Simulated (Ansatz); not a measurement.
RbLuS₂, space group R-3m, the levels without and with spin-orbit coupling

With the Python package of Ansatz (0.2.0).

Notebook, run cell by cell (the value of a cell's last expression is shown):

**Cell 1**
```python
import warnings

import ansatz as az
```

**Cell 2**
```python
params = {
    "smearing": "fixed",
}
```

**Cell 3**
```python
warnings.simplefilter("ignore", az.DeckWarning)
```

**Cell 4**
```python
lattice = az.Lattice.of(
    (1.9955, 1.152102, 7.612667),
    (-1.9955, 1.152102, 7.612667),
    (0.0, -2.304205, 7.612667),
)
sites = [
    ("Rb", (0.0, 0.0, 0.0)),
    ("Lu", (0.5, 0.5, 0.5)),
    ("S", (0.2303, 0.2303, 0.2303)),
    ("S", (0.7697, 0.7697, 0.7697)),
]
rblus2 = az.Crystal(lattice=lattice)
for symbol, position in sites:
    rblus2 = rblus2.atom(symbol, position)
```

**Cell 5**
```python
len(rblus2.resolved().sites)
```
Output:
```text
4
```

**Cell 6**
```python
job = (
    rblus2.calculation()
    .functional(az.Functional.PBESOL)
    .kpoints(6)
    .occupations(params["smearing"])
    .band_table()
)
for label, variant in (("scalar-relativistic", job), ("spin-orbit", job.spin(soc=True))):
    data = variant.run().report
    zero = data["band_edges_ev"][0] if data.get("band_edges_ev") else data["fermi_energy_ev"]
    near = [round(e - zero, 3) for e in data["eigenvalues_ev"][0] if abs(e - zero) < 3]
    print(label)
    print("  band edges (eV):", [round(e, 3) for e in data.get("band_edges_ev") or []] or "none reported")
    print("  levels at k =", data["kpoints_frac"][0], "within 3 eV of the zero:", near)
```
Output:
```text
scalar-relativistic
  band edges (eV): [6.987, 9.165]
  levels at k = [0.0, 0.0, 0.0] within 3 eV of the zero: [-1.698, -1.698, -0.264, -0.0, 0.0]
spin-orbit
  band edges (eV): [7.042, 9.164]
  levels at k = [0.0, 0.0, 0.0] within 3 eV of the zero: [-1.759, -1.759, -1.747, -1.747, -0.322, -0.322, -0.091, -0.091, 0.0, 0.0]
```

Notes:
- The computed bands are complete only to about 3.7 eV above the Fermi level.
- The starting cell is as deposited in a crystallographic database; the results hold for this polymorph, which needn't be the stable one.
- Levels are Kohn-Sham eigenvalues on this mesh.
- With spin-orbit coupling each level holds one electron and, with inversion or at time-reversal points, comes in pairs; a window in energy can cut a split set.
- Run time: 66 s on 1 thread of Arm Neoverse N1 (shared host), peak memory 0.78 GiB.
